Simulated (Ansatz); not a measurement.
# Ga2BSb3: the cost of one run

Method: DFT PBE, scalar-relativistic, plane waves, PAW, in Ansatz 0.2.0.

## 1. The starting structure

It takes space group P6/mmm (No. 191, hexagonal). Conventional cell: a = 6.348 Å, b = 6.348 Å, c = 3.707 Å, α = 90.00°, β = 90.00°, γ = 120.00°. Ga (site symmetry -6m2) is surrounded by 6 Sb at 2.61 Å and 3 Ga at 3.66 Å and 3 B at 3.66 Å. B (site symmetry 6/mmm) is surrounded by 6 Ga at 3.66 Å and 12 Sb at 3.68 Å and 2 B at 3.71 Å. Sb (site symmetry mmm) has 4 Ga at 2.61 Å and 4 Sb at 3.17 Å and 4 B at 3.68 Å as nearest neighbours.

Structure file:

```
Ga B Sb
1.0
     6.34777    0.00000    0.00000
    -3.17388    5.49733    0.00000
     0.00000    0.00000    3.70698
Ga B Sb
2 1 3
Direct
  0.33333 0.66667 0.50000
  0.66667 0.33333 0.50000
  0.00000 0.00000 0.50000
  0.00000 0.50000 0.00000
  0.50000 0.00000 0.00000
  0.50000 0.50000 0.00000
```

Recipe of the guess: species swapped into a database cell of TbB2Rh3 (P6/mmm, No. 191), with B on the Tb sites, Ga on the B sites and Sb on the Rh sites. Its size is a rough estimate.

## 2. Probe: one point on a coarse mesh

input.yaml

```yaml
crystal:
  lattice:
    - [6.3477687, 0.0, 0.0]
    - [-3.17388435, 5.49732895, 0.0]
    - [0.0, 0.0, 3.70698319]
  atoms:
    - { symbol: Ga, position: [0.33333333, 0.66666667, 0.5] }
    - { symbol: Ga, position: [0.66666667, 0.33333333, 0.5] }
    - { symbol: B, position: [0.0, 0.0, 0.5] }
    - { symbol: Sb, position: [0.0, 0.5, 0.0] }
    - { symbol: Sb, position: [0.5, 0.0, 0.0] }
    - { symbol: Sb, position: [0.5, 0.5, 0.0] }
basis:
  ecutwfc: 420
kpoints:
  mp_grid: { grid: [3, 3, 6] }
hamiltonian:
  xc: pbe
scf:
  occupations: { method: gaussian, width: 0.1 }
  lower_state_search: "off"
output:
  forces: true
  stress: true
  eigenvalues: true
```

Command:

```
$ ansatz run input.yaml --threads 1 --pin off --max-ram 2560MiB --backend cpu --events-out ev --progress --plain --runs-dir out
```

Q: Estimate wall time and peak memory on 1 thread of Intel Xeon at 2.70GHz, shared host.

About 7.9 s, with a peak of 0.43 GiB.
